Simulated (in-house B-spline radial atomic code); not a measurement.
# Br⁵⁺: density, ELF and screening along the radius

Aim: the shell structure of Br⁵⁺ in the radial density, the electron localisation function and the screened nuclear charge, under several settings.

Program: in-house B-spline radial atomic code version 1. Level of theory: several methods, spin-polarised, as named in each step; spherical all-electron atom at the radial basis limit. These are calculated values, not measurements, unless marked.

## 1. What is computed

* element: bromine (Z = 35)
* charge: +5
* electrons: 30
* configuration: [Ar] 3d10 4s2
* nucleus: point (non-relativistic runs) or finite (X2C runs)

The outer shells:

[Ar] 3d10 4s2
```
[Ar] core
3d [↑↓][↑↓][↑↓][↑↓][↑↓]
4s [↑↓]
```

Where spins are not typed, each open shell is filled with up spins first.

## 2. LDA (VWN5), X2C

Input settings:

```ini
Z = 35
electrons = 30.0
configuration = [Ar] 3d10 4s2
hamiltonian = x2c
method = lda,vwn
spin_polarised = True
nucleus = fermi
rms_radius = 4.1629
mass_number = 79
atomic_mass = 78.918337574
speed_of_light = 137.035999084
```

The run is started by

```
$ python run_scf.py task.json out
```

One command runs all members of the session, one after another, from task.json.

## 3. PBE, X2C

Changes to the settings of step 2:

```diff
@@ -4,3 +4,3 @@
 hamiltonian = x2c
-method = lda,vwn
+method = pbe,pbe
 spin_polarised = True
```

## 4. Hartree-Fock, X2C

Changes to the settings of step 3:

```diff
@@ -4,3 +4,3 @@
 hamiltonian = x2c
-method = pbe,pbe
+method = hf
 spin_polarised = True
```

## 5. PBEsol, X2C

Changes to the settings of step 4:

```diff
@@ -4,3 +4,3 @@
 hamiltonian = x2c
-method = hf
+method = pbesol
 spin_polarised = True
```

## 6. r2SCAN0, X2C

Changes to the settings of step 5:

```diff
@@ -4,3 +4,3 @@
 hamiltonian = x2c
-method = pbesol
+method = r2scan0
 spin_polarised = True
```

Q: How large is the system in each run, where do the shell borders lie, and what is the highest level?

The runs gave:

| run | total energy (hartree) | highest level (eV) | radius holding 50 / 90 / 99 % (bohr) | radius at n = 0.001 (bohr) | ELF minima on the full grid (bohr) |
| --- | --- | --- | --- | --- | --- |
| LDA (VWN5), X2C | -2596.1434 | -81.511 | 0.414 / 0.982 / 1.98 | 2.74 | 0.072, 0.28, 1.1 |
| PBE, X2C | -2599.5560 | -81.007 | 0.414 / 0.981 / 1.98 | 2.75 | 0.072, 0.28, 1.1 |
| Hartree-Fock, X2C | -2598.2465 | -85.536 | 0.414 / 0.974 / 2.01 | 2.78 | 0.060, 0.28, 1.1 |
| PBEsol, X2C | -2597.7961 | -81.024 | 0.414 / 0.981 / 1.98 | 2.75 | 0.072, 0.28, 1.1 |
| r2SCAN0, X2C | -2599.8251 | -82.639 | 0.414 / 0.977 / 1.99 | 2.75 | 0.073, 0.28, 1.1 |

In the first run ELF has 3 minima on the grid, which mark the borders between shells. On the record's full grid the screened charge (r times the electrostatic potential) falls from 34.9 near the nucleus to 5.00 at 5.1 bohr; far out it tends to the net charge, 5. The grid is coarse (about 21 % a step), so the places of minima are rough. For X2C runs ELF uses the non-relativistic kinetic energy density, and the fields carry no picture-change correction.
